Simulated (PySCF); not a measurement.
# C9H10Si: the cost of one run

Programs: PySCF 2.14.0, with routines of our own; each step states its level. All values are computed. Atoms count from 0.

## (1) The system as given

20 atoms, charge 0, multiplicity 1; geometry from: GFN2-xTB.

## (2) Optimising the geometry at PBE0-D3(BJ)/def2-SVP

What the job is given:

```
{"job": {"xc": "PBE0", "basis": "def2-SVP", "d3": "d3bj", "grid": 2, "kind": "geom"}, "charge": 0, "multiplicity": 1}
Si     3.429804     0.062301    -0.239465
C      1.574041    -0.222200    -0.284083
C      0.626319     0.495777     0.342981
C     -0.745043    -0.044753     0.040137
C     -1.523470    -0.428905     1.267559
C     -2.664168     0.267771     1.316298
C     -2.741111     1.142998     0.162902
C     -1.648480     0.979330    -0.590795
C     -0.417860    -1.202212    -0.861836
C      0.904230    -1.281557    -1.031919
H      3.729405     1.411482    -0.726207
H      4.073486    -0.927829    -1.105798
H      3.919646    -0.086194     1.133761
H      0.766133     1.351354     0.977895
H     -1.159249    -1.160481     1.964187
H     -3.420824     0.207625     2.078690
H     -3.561188     1.810840    -0.033801
H     -1.391765     1.472842    -1.509463
H     -1.184729    -1.830207    -1.276216
H      1.429676    -2.007303    -1.627864
```

Run with:

```console
OMP_NUM_THREADS=1 python excited_run.py task.json out
```

One launch serves the whole session: the jobs run in the order shown.

**Question.** How long does this first job take on 1 thread of AMD EPYC 9R45, shared host, and how much memory does it need?

About 60 s, with a peak of 0.96 GiB.
